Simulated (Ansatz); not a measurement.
# TaBO3: the cost of one run

Computed with the Python package of Ansatz 0.2.0. Level of theory: DFT PBEsol, plane waves, PAW.

## 1. Starting point

TaBO3 Pm-3m: It takes space group Pm-3m (No. 221, cubic). The conventional cell has a = 3.670 Å, b = 3.670 Å, c = 3.670 Å, α = 90.00°, β = 90.00°, γ = 90.00°. Around Ta (site symmetry m-3m) lie 12 O at 2.60 Å. B (site symmetry m-3m) has 6 O at 1.83 to 1.84 Å as nearest neighbours. O (site symmetry 4/mmm) has 2 B at 1.83 Å and 8 O at 2.60 Å and 4 Ta at 2.60 Å as nearest neighbours.

TaAlO3 Pm-3m: Symmetry: Pm-3m, No. 221, cubic system. The conventional cell has a = 3.920 Å, b = 3.920 Å, c = 3.920 Å, α = 90.00°, β = 90.00°, γ = 90.00°. Ta (site symmetry m-3m) is surrounded by 12 O at 2.77 Å. Al (site symmetry m-3m) has 6 O at 1.96 Å as nearest neighbours. O (site symmetry 4/mmm) is surrounded by 2 Al at 1.96 Å and 4 Ta at 2.77 Å.

TaTlO3 Pm-3m: It takes space group Pm-3m (No. 221, cubic). Conventional cell: a = 4.080 Å, b = 4.080 Å, c = 4.080 Å, α = 90.00°, β = 90.00°, γ = 90.00°. Ta (site symmetry m-3m) is surrounded by 12 O at 2.88 Å. Tl (site symmetry m-3m) is surrounded by 6 O at 2.04 Å. Around O (site symmetry 4/mmm) lie 2 Tl at 2.04 Å and 4 Ta at 2.88 Å.

No structure file is read: the coordinates are typed or built in the script.

## 2. The script

File tabo3_series.py:

```python
'''A chemical series on the perovskite structure: relaxed cells and their trends.'''

import warnings

import ansatz as az
import numpy as np


def perovskite(A, B, X, a):
    return (
        az.Lattice.cubic(a)
        .space_group(221)
        .atom(A, (0, 0, 0))
        .atom(B, (0.5, 0.5, 0.5))
        .atom(X, (0.5, 0.5, 0))
    )


def solve(name, crystal, relax=True):
    calc = (
        crystal.calculation()
        .functional('pbesol')
        .basis(510)  # plane waves up to this kinetic energy
        .kpoints(spacing=0.27)  # sampling of the Brillouin zone
        .occupations('fermi_dirac', width=0.02)  # smearing steadies the SCF of a metal
        .stress()  # positive in compression
        .band_table()  # levels at the mesh points
    )
    if relax:
        calc = calc.relax(force_tolerance=0.01, cell=True)
    return calc.run(threads=1, pin='off')

def bulk_modulus(name, outcome, step=0.01):
    # B = -V dP/dV from the pressures of two uniformly scaled cells, atoms held at their fractions
    pressure = []
    for factor in (1 - step, 1.0, 1 + step):
        cell = az.Crystal(lattice=az.Lattice.of(outcome.lattice.cell_ang * factor ** (1 / 3)))
        for site in outcome.report['lattice']['sites']:
            cell = cell.atom(site['symbol'], site['position_frac'])
        pressure.append(np.trace(solve(name, cell, relax=False).report['stress_gpa']) / 3)
    slope, bend = (pressure[0] - pressure[2]) / (2 * step), abs(pressure[0] + pressure[2] - 2 * pressure[1])
    # a jump of mesh or basis between the cells shows as a kink: no modulus then
    return float(slope) if bend < 12 * step**2 * abs(slope) + 0.15 and abs(pressure[1]) < 1.5 else float('nan')

def relaxed_twice(name, crystal):
    # the second pass draws mesh and plane waves anew for the relaxed cell
    first = solve(name, crystal)
    again = az.Crystal(lattice=az.Lattice.of(first.lattice.cell_ang))
    for site in first.report['lattice']['sites']:
        again = again.atom(site['symbol'], site['position_frac'])
    return solve(name, again)


def volume_per_atom(outcome):
    return abs(np.linalg.det(outcome.lattice.cell_ang)) / len(outcome.lattice.sites)


def gap_ev(outcome):
    # nan where the run reports no band edges: a metal, overlapping bands, or a gap that is small against the smearing
    edges = outcome.report.get('band_edges_ev')
    return edges[1] - edges[0] if edges else float('nan')

# rough a for each member; the cell is relaxed
warnings.simplefilter('ignore', az.DeckWarning)

phases = {}
phases['TaBO3'] = perovskite('Ta', 'B', 'O', 3.67)
phases['TaAlO3'] = perovskite('Ta', 'Al', 'O', 3.92)
phases['TaTlO3'] = perovskite('Ta', 'Tl', 'O', 4.08)

done = {}
for name, crystal in phases.items():
    try:
        done[name] = relaxed_twice(name, crystal)
    except az.NonConvergedError as error:
        print(name, 'did not converge:', str(error)[:120])

rows = [(name, float(np.linalg.norm(o.lattice.cell_ang[0])), volume_per_atom(o), gap_ev(o), bulk_modulus(name, o)) for name, o in done.items()]
print('  compound       a (A)  V (A^3/atom)  gap on mesh (eV)     B (GPa)')
for row in rows:
    print(f'{str(row[0]):>10}  {row[1]:10.3f}  {row[2]:12.3f}  {row[3]:16.2f}  {row[4]:10.0f}')
```

## 3. What the engine is handed

The package turns the script's settings into the engine's input (first run):

```yaml
crystal:
  lattice:
    bravais: cubic
    a: 3.67
  space_group: 221
  atoms:
    - { symbol: Ta, position: [0.0, 0.0, 0.0] }
    - { symbol: B, position: [0.5, 0.5, 0.5] }
    - { symbol: O, position: [0.5, 0.5, 0.0] }
basis:
  ecutwfc: 510.0
kpoints:
  mp_grid:
    kspacing: 0.27
hamiltonian:
  xc: pbesol
scf:
  occupations:
    method: fermi_dirac
    width: 0.02
relax:
  f_tol: 0.01
  cell: {}
output:
  stress: true
  eigenvalues: true
```

## 4. Running it

Run with:

```console
> python tabo3_series.py
```

What time and memory should one allow on 1 thread of Arm Neoverse V1, shared host?

About 99 s, with a peak of 0.49 GiB.
